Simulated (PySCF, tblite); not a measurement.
# C3H6N2O2Si: geometry, infrared bands and NMR shifts

What infrared bands and NMR shifts should C3H6N2O2Si (`COc1nnc([SiH3])o1`) show?

The runs use tblite 0.8.0 and PySCF 2.14.0, with density-fitted response routines of our own; the level of theory stands in each step. All values are computed, except where a source is named. Atoms are numbered from 0 throughout.

**1. The starting structure**

14 atoms, charge 0, multiplicity 1; geometry from: force field or distance geometry start.

Bonds of the start (Å): C0–O1 1.41, O1–C2 1.37, C2–N3 1.36, N3–N4 1.34, N4–C5 1.34, C5–Si6 1.84, C5–O7 1.34, O7–C2 1.31, C0–H8 1.11, C0–H9 1.12, C0–H10 1.12, Si6–H11 1.47, Si6–H12 1.48, Si6–H13 1.48.

**2. Geometry optimisation with GFN2-xTB**

Job settings and geometry (Å):

```
{"job": {"kind": "relax", "xc": "GFN2-xTB", "basis": "xTB"}, "charge": 0, "multiplicity": 1}
C      3.153100     0.470700     0.566600
O      1.837400     0.729400     1.012000
C      0.707800     0.170800     0.462000
N      0.627800    -0.670300    -0.605400
N     -0.667600    -0.956100    -0.794500
C     -1.380700    -0.280600     0.113400
Si    -3.212300    -0.325200     0.250400
O     -0.513000     0.405800     0.877300
H      3.338300    -0.622400     0.515100
H      3.861500     0.957000     1.288400
H      3.363600     0.975000    -0.413400
H     -3.719200    -1.699900     0.171100
H     -3.844200     0.567100    -0.746200
H     -3.553100     0.278200     1.561100
```

Run with:

```
$ OMP_NUM_THREADS=1 python probes_run.py task.json out
```

The driver reads the jobs from task.json and runs them one after another.

Output:

```text
step      E/eV     max force
  0    -684.75425    3.484
  1    -685.06997    1.186
  2    -685.12476    0.612
  3    -685.16801    0.514
  4    -685.19616    0.431
  5    -685.21872    0.468
  6    -685.23774    0.353
  7    -685.24975    0.297
  8    -685.25764    0.228
  9    -685.26482    0.213
 10    -685.27107    0.248
 11    -685.27687    0.260
 12    -685.28394    0.344
 13    -685.29222    0.388
 14    -685.29870    0.255
 15    -685.30168    0.116
 16    -685.30313    0.113
 17    -685.30472    0.128
 18    -685.30680    0.159
 19    -685.30871    0.122
 20    -685.30986    0.071
 21    -685.31046    0.067
 22    -685.31098    0.079
 23    -685.31153    0.071
 24    -685.31196    0.056
 25    -685.31224    0.035
 26    -685.31243    0.032
 27    -685.31258    0.028
 28    -685.31274    0.035
 29    -685.31288    0.034
 30    -685.31299    0.027
 31    -685.31305    0.018
 32    -685.31309    0.014
 33    -685.31312    0.015
 34    -685.31317    0.020
 35    -685.31322    0.026
 36    -685.31328    0.027
 37    -685.31335    0.027
 38    -685.31344    0.029
 39    -685.31355    0.033
 40    -685.31366    0.028
 41    -685.31374    0.022
 42    -685.31380    0.021
 43    -685.31386    0.020
 44    -685.31394    0.027
 45    -685.31404    0.025
 46    -685.31414    0.023
 47    -685.31420    0.021
 48    -685.31424    0.018
 49    -685.31427    0.014
 50    -685.31430    0.013
 51    -685.31433    0.011
 52    -685.31435    0.009
```

It took 0.3 s on 1 thread of Intel Xeon Platinum 8488C, shared host.

Step by step: (not every step is listed)

| step | energy from step 0 (eV) | largest force (eV/Å) |
| --- | --- | --- |
| 0 | 0.0000 | 3.4842 |
| 1 | -0.3157 | 1.1856 |
| 2 | -0.3705 | 0.6121 |
| 3 | -0.4138 | 0.5144 |
| 4 | -0.4419 | 0.4306 |
| 5 | -0.4645 | 0.4684 |
| 6 | -0.4835 | 0.3534 |
| 7 | -0.4955 | 0.2971 |
| 8 | -0.5034 | 0.2283 |
| 11 | -0.5226 | 0.2597 |
| 14 | -0.5445 | 0.2554 |
| 17 | -0.5505 | 0.1285 |
| 20 | -0.5556 | 0.0714 |
| 23 | -0.5573 | 0.0713 |
| 26 | -0.5582 | 0.0317 |
| 29 | -0.5586 | 0.0344 |
| 32 | -0.5588 | 0.0137 |
| 35 | -0.5590 | 0.0256 |
| 38 | -0.5592 | 0.0294 |
| 41 | -0.5595 | 0.0223 |
| 44 | -0.5597 | 0.0268 |
| 47 | -0.5600 | 0.0207 |
| 48 | -0.5600 | 0.0179 |
| 49 | -0.5600 | 0.0136 |
| 50 | -0.5601 | 0.0132 |
| 51 | -0.5601 | 0.0114 |
| 52 | -0.5601 | 0.0091 |

Close pairs (by a distance rule), those that changed most:

| bond | before (Å) | after (Å) | change (Å) |
| --- | --- | --- | --- |
| C2–N3 | 1.361 | 1.294 | -0.067 |
| O1–C2 | 1.375 | 1.318 | -0.057 |
| N4–C5 | 1.338 | 1.288 | -0.050 |
| C5–Si6 | 1.837 | 1.878 | +0.040 |
| C0–H9 | 1.122 | 1.087 | -0.035 |
| C2–O7 | 1.311 | 1.342 | +0.031 |
| C0–H10 | 1.122 | 1.092 | -0.030 |
| C5–O7 | 1.344 | 1.370 | +0.025 |

The final coordinates are the input of the step that follows.

**3. Vibrational analysis with GFN2-xTB**

Job settings and geometry (Å):

```
{"job": {"kind": "ir", "xc": "GFN2-xTB", "basis": "xTB"}, "charge": 0, "multiplicity": 1}
C      3.015649     0.444093     0.535041
O      1.751723     0.774978     1.094115
C      0.730179     0.205902     0.486998
N      0.743378    -0.608932    -0.518399
N     -0.551604    -0.919373    -0.759557
C     -1.281034    -0.288250     0.093650
Si    -3.151312    -0.298644     0.260597
O     -0.507236     0.464467     0.937083
H      3.145459    -0.638974     0.499128
H      3.755478     0.900451     1.188186
H      3.099328     0.843158    -0.477711
H     -3.598392    -1.679328     0.108017
H     -3.703389     0.568669    -0.780125
H     -3.448906     0.231310     1.590838
```

Output:

```text
mode    cm-1     km/mol
  1     -38.8      0.37
  2      82.9      4.33
  3     108.9      0.29
  4     126.9      3.75
  5     168.4      2.86
  6     225.8      5.15
  7     334.3      4.01
  8     402.6     16.97
  9     513.9     30.06
 10     544.8     72.38
 11     556.8     62.98
 12     677.1      2.23
 13     714.6     15.00
 14     717.4     26.97
 15     753.5    178.75
 16     765.5    165.85
 17     782.6    449.27
 18     951.6      6.33
 19    1018.4     26.88
 20    1063.3     30.31
 21    1123.2      1.64
 22    1136.3     16.91
 23    1157.4      1.05
 24    1168.7     39.90
 25    1309.6    279.35
 26    1389.1      5.29
 27    1436.8     10.30
 28    1461.7      3.77
 29    1527.3     28.11
 30    1604.0    509.29
 31    2278.5    262.77
 32    2285.9    213.69
 33    2312.8    251.19
 34    2976.2     13.20
 35    2989.1     14.41
 36    3040.4      6.01
```

It took 0.44 s on 1 thread of Intel Xeon Platinum 8488C, shared host.

The strongest bands and the atoms that carry them (share of the mass-weighted mode):

| cm⁻¹ | km/mol | atoms |
| --- | --- | --- |
| 754 | 178.8 | H11 55 %, H13 34 % |
| 766 | 165.8 | H12 52 %, H13 34 %, H11 10 % |
| 783 | 449.3 | H12 33 %, H13 29 %, H11 27 % |
| 1310 | 279.4 | C2 60 %, N3 18 %, O1 11 % |
| 1604 | 509.3 | C2 68 %, N3 19 % |
| 2278 | 262.8 | H12 96 % |
| 2286 | 213.7 | H13 96 % |
| 2313 | 251.2 | H11 96 % |

**4. NMR shieldings: PBE0/pcSseg-1**

The job, as its differences from that of step 3:

```diff
@@ -1,2 +1,2 @@
-{"job": {"kind": "ir", "xc": "GFN2-xTB", "basis": "xTB"}, "charge": 0, "multiplicity": 1}
+{"job": {"kind": "nmr", "xc": "PBE0", "basis": "pcSseg-1"}, "charge": 0, "multiplicity": 1}
 C      3.015649     0.444093     0.535041
```

Method: GIAO PBE0/pcSseg-1 NMR shielding, non-relativistic, gas phase.

Output:

```text
coarse grid: 12904 points
cycle   1  E = -666.5811065280  dE =  1.515e+00  |g| = 6.777e-01  |ddm| = 3.489e+00
cycle   2  E = -666.5095899128  dE =  7.152e-02  |g| = 9.358e-01  |ddm| = 8.905e-01
cycle   3  E = -666.6649285129  dE = -1.553e-01  |g| = 9.403e-02  |ddm| = 5.356e-01
cycle   4  E = -666.6654121428  dE = -4.836e-04  |g| = 7.818e-02  |ddm| = 1.045e-01
cycle   5  E = -666.6666786798  dE = -1.267e-03  |g| = 1.007e-02  |ddm| = 5.818e-02
cycle   6  E = -666.6666964727  dE = -1.779e-05  |g| = 3.343e-03  |ddm| = 8.745e-03
cycle   7  E = -666.6666983457  dE = -1.873e-06  |g| = 1.268e-03  |ddm| = 2.692e-03
final grid: 122184 points
cycle   8  E = -666.7311048209  dE = -1.149e-05  |g| = 1.460e-02  |ddm| = 2.302e-02
cycle   9  E = -666.7310187208  dE =  8.610e-05  |g| = 2.576e-02  |ddm| = 2.259e-02
cycle  10  E = -666.7311406594  dE = -1.219e-04  |g| = 3.204e-03  |ddm| = 1.659e-02
cycle  11  E = -666.7311429624  dE = -2.303e-06  |g| = 5.312e-04  |ddm| = 2.451e-03
cycle  12  E = -666.7311430135  dE = -5.106e-08  |g| = 1.563e-04  |ddm| = 4.386e-04
cycle  13  E = -666.7311430185  dE = -5.012e-09  |g| = 5.401e-05  |ddm| = 1.344e-04
cycle  14  E = -666.7311430190  dE = -5.289e-10  |g| = 1.958e-05  |ddm| = 4.372e-05
converged SCF energy = -666.7311430190

GIAO shielding tensors (ppm)
atom      isotropic    diamagn.    paramagn.     s11        s22        s33       span
  0 C      126.803     243.891    -117.088     99.531    101.700    179.177     79.646
  1 O      235.954     397.295    -161.341    119.658    288.133    300.071    180.413
  2 C        9.205     255.073    -245.868    -61.400     37.660     51.356    112.756
  3 N      -23.879     330.392    -354.271   -202.876    -47.276    178.514    381.390
  4 N     -111.342     327.235    -438.578   -370.205   -126.209    162.388    532.592
  5 C       24.929     256.584    -231.655    -65.243     57.384     82.646    147.889
  6 Si     436.036     879.705    -443.669    421.460    433.974    452.674     31.214
  7 O       17.565     402.466    -384.900    -63.992    -49.487    166.175    230.166
  8 H       27.203      28.573      -1.371     23.703     25.226     32.680      8.977
  9 H       27.436      26.985       0.451     23.264     25.924     33.119      9.854
 10 H       27.403      28.880      -1.477     24.199     24.822     33.187      8.988
 11 H       27.172      27.686      -0.514     23.722     25.717     32.078      8.356
 12 H       27.171      27.937      -0.765     24.057     25.218     32.239      8.183
 13 H       27.282      28.243      -0.961     23.584     26.423     31.837      8.253
```

It took 30 s on 1 thread of Intel Xeon Platinum 8488C, shared host; peak memory 0.73 GiB.

The references, computed at this level on geometries of the same kind, shield at (ppm): 1H TMS 31.72, 13C TMS 186.9, 29Si TMS 349.2, 15N NH3 267.7, 17O H2O 336.1. Their shielding less the atom's gives the shift. The references are single molecules in the gas phase, so shifts against H2O, NH3, PH3, H3PO4 or CFCl3 are not on the usual liquid scales and can be off by tens of ppm. Atoms listed in one row are averaged.

| atoms | environment | σ (ppm) | δ (ppm) | δ scaled to CDCl3 |
| --- | --- | --- | --- | --- |
| C2 | aromatic carbon bearing oxygen | 9.2 | 177.7 | 171.5 |
| C5 | substituted aromatic carbon next to the ring oxygen | 24.9 | 162.0 | 156.2 |
| C0 | methyl carbon bonded to O | 126.8 | 60.1 | 56.8 |
| H11, H12, H13 | hydrogen on a silicon bonded to C | 27.21 | 4.51 | – |
| H8, H9, H10 | hydrogen on a methyl carbon bonded to O | 27.35 | 4.37 | 4.23 |
| O7 | aromatic ring oxygen | 17.6 | 318.5 | – |
| O1 | ether oxygen | 236.0 | 100.1 | – |
| N4 | pyridine-type nitrogen of an azole | -111.3 | 379.1 | – |
| N3 | pyridine-type nitrogen of an azole | -23.9 | 291.6 | – |
| Si6 | silicon bonded to C, 3 H | 436.0 | -86.9 | – |

The scaled column applies a straight-line fit of computed shieldings to shifts measured in CDCl3 (root-mean-square error 0.16 ppm for H, 1.9 ppm for C).

The run also stored atomic charges by several schemes (e):

| atoms | Mulliken | IAO | Hirshfeld | ESP fit |
| --- | --- | --- | --- | --- |
| C0 | -0.03 | -0.21 | -0.02 | -0.09 |
| O1 | -0.45 | -0.30 | -0.10 | -0.44 |
| C2 | 0.64 | 0.47 | 0.20 | 1.05 |
| N3 | -0.34 | -0.30 | -0.18 | -0.44 |
| N4 | -0.24 | -0.19 | -0.15 | -0.39 |
| C5 | 0.06 | -0.02 | 0.01 | 0.39 |
| Si6 | 0.56 | 0.63 | 0.34 | 0.29 |
| O7 | -0.38 | -0.26 | -0.08 | -0.49 |

Mayer bond orders: C0–O1 0.86, O1–C2 1.11, C2–N3 1.61, N3–N4 1.16, N4–C5 1.69, C5–Si6 0.84, C5–O7 1.00, O7–C2 1.09.

Ring of atoms C2, N3, N4, C5, O7: NICS(0) -9.0, NICS(1) -9.3, NICS(1)zz -23.3 ppm (means of both faces).

The fields below are evaluated on a grid from the run's orbitals.

Frontier orbitals at PBE0/pcSseg-1, with the share of their density that lies nearest to each atom:

| orbital | energy (eV) | lies on |
| --- | --- | --- |
| HOMO | -7.41 | C5 23 %; N3 22 %; O1 19 % |
| LUMO | -0.56 | C5 29 %; N4 23 %; O7 12 % |

ELF in a plane through or near 9 of the atoms.

Ten even steps from ' ' (0.00) to '@' (1.00):
```
                                                        
                                                        
                                                        
                                      ++####--          
                  ----..    ::::      @@@@@@%%--        
        ==%%::  ..####==  ::####::    @@@@@@@@++        
      ==@@@@%%..::%%%%++  ++%%@@==    @@@@@@@@==        
      %%@@@@@@++==----**::**==++==  ..##%%%%##::        
      ##@@@@@@==******%%::%%==++++++##  --..::..        
      ::**%%++@@..**++==##==++##..**@@--****....        
        ..----==--::..----==..==**==@@..%%----::        
            ==##**    ++%%**::##--==%%::..==**--..      
            ::==--  ==##==++##--##--..::==##**--        
              ..    %%@@****##==##==    ::++++::        
                  ..%%@@%%--**@@@@##..    ::..          
                    ++##==  ==@@@@%%::                  
                    ..::    ..**##++                    
                              ..::                      
                                                        
                                                        
```
The map spans 12.9 Å across and 8.3 Å up, centred on the molecule. Atoms in the plane (x, y in Å): C0 (-3.1, 0.1), O1 (-1.9, 0.9), C2 (-0.8, 0.2), N3 (-0.6, -1.1), N4 (0.7, -1.3), C5 (1.3, -0.2), Si6 (3.2, 0.1), O7 (0.4, 0.8), H9 (-3.9, 0.8).

On the surface of density 0.002 e/bohr³ the electrostatic potential runs, from the 1st to the 99th percentile, from -1.81 V near N4 to 1.29 V near H13.

**5. Outcome**

| quantity | value |
| --- | --- |
| strongest single infrared mode (GFN2-xTB) | 1604 cm⁻¹, 509 km/mol |
| zero-point energy (GFN2-xTB) | 56.8 kcal/mol |
| 13C shifts against TMS (PBE0/pcSseg-1) | 177.7, 162.0, 60.1 ppm |
| 1H shifts against TMS (PBE0/pcSseg-1, means over atoms taken as alike) | 4.51, 4.37 ppm |
| 17O shifts against H2O (PBE0/pcSseg-1) | 318.5, 100.1 ppm |
| 15N shifts against NH3 (PBE0/pcSseg-1) | 379.1, 291.6 ppm |
| 29Si shifts against TMS (PBE0/pcSseg-1) | -86.9 ppm |
| surface potential, 1st and 99th percentile | -1.81 V and 1.29 V |

**Reading.** The optimisation took 52 steps and gained 0.560 eV; among the close pairs (by a distance rule), C2–N3 changed most, from 1.361 to 1.294 Å. The lowest mode is imaginary (39i cm⁻¹), so the xTB geometry is not a minimum. The strongest single mode, at 1604 cm⁻¹, moves mainly C2. Unscaled tight-binding wavenumbers are off by several per cent, some by more. Its intensities can rank the bands wrongly. At PBE0/pcSseg-1: The largest span, 533 ppm, is at N4, where the paramagnetic term is -439 ppm. NICS(1)zz of -23 ppm above the planar ring from C2 marks a diatropic (aromatic) ring current. By nearest atom (PBE0/pcSseg-1), the HOMO sits on C5 23 %; N3 22 % and the LUMO on C5 29 %; N4 23 %.
